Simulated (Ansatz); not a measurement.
# CO2Zn, SMILES O=[C]1[O][Zn]1: a rigid scan of one bond length

Computed with the Ansatz DFT code, driven from Python.

Interactive session:
```pycon
>>> import ansatz as az
>>> import numpy as np
>>> BASIS_SET = "def2-SVP"
>>> FUNCTIONAL = "b3lyp"
>>> GEOMETRY = """
... O     1.19430   -0.13470    1.17190
... C     0.27330   -0.11050    0.24970
... O    -0.44200   -0.79050   -0.75680
... Zn   -0.97000    0.97540   -0.68510
... """
>>> co2zn = az.Crystal.molecule()
>>> for line in GEOMETRY.strip().splitlines():
...     symbol, *xyz = line.split()
...     co2zn = co2zn.atom(symbol, [float(v) for v in xyz])
...
>>> symbols = [site.symbol for site in co2zn.cartesian_sites]
>>> start = np.array([site.position_ang for site in co2zn.cartesian_sites])
>>> axis = (start[0] - start[1]) / np.linalg.norm(start[0] - start[1])
>>> moving = [0]
>>> lengths, energies = [1.11, 1.2, 1.3, 1.43, 1.63, 1.96, 2.35, 2.87], []
>>> for length in lengths:
...     xyz = start.copy()
...     xyz[moving] += (length - np.linalg.norm(start[0] - start[1])) * axis
...     point = az.Crystal.molecule()
...     for symbol, place in zip(symbols, xyz):
...         point = point.atom(symbol, place.tolist())
...     calc = point.calculation()
...     calc = calc.basis(gaussian=BASIS_SET).functional(FUNCTIONAL)
...     rep = calc.run(threads=1, backend="cpu").report
...     energies.append(rep["free_energy_ev"])
...     print(f"r = {length:6.3f} A  E = {energies[-1]:.5f} eV  <S^2> = {abs(rep['mean_field']['state']['spin_squared']):.3f}")
...
r =  1.110 A  E = -53538.73918 eV  <S^2> = 0.000
r =  1.200 A  E = -53538.87436 eV  <S^2> = 0.000
r =  1.300 A  E = -53538.27107 eV  <S^2> = 0.000
r =  1.430 A  E = -53536.98462 eV  <S^2> = 0.000
r =  1.630 A  E = -53534.85542 eV  <S^2> = 0.000
r =  1.960 A  E = -53532.12747 eV  <S^2> = 0.000
r =  2.350 A  E = -53530.33166 eV  <S^2> = 0.000
r =  2.870 A  E = -53529.41874 eV  <S^2> = 0.000
>>> print("energy above the lowest point (eV):", [round(e - min(energies), 3) for e in energies])
energy above the lowest point (eV): [0.135, 0.0, 0.603, 1.89, 4.019, 6.747, 8.543, 9.456]
```

Notes:
- Total energies depend on the basis set; only differences at equal settings carry meaning.
- The rest of the molecule is held rigid at a force-field or estimated start geometry, and the basis set is modest; single-reference methods fail as a bond breaks.
- b3lyp holds the VWN-RPA fit, as in Gaussian; the form of ORCA and Turbomole is b3lyp5.
- The orbitals are restricted, so S² is zero by construction.
- Toward dissociation an unrestricted state can lie under the restricted one, by tenths of an eV for polar bonds under a functional and by 1 to 2 eV or more for others.
- It ran for 24 s on 1 thread of Arm Neoverse V1 (shared host), peak memory 0.22 GiB.
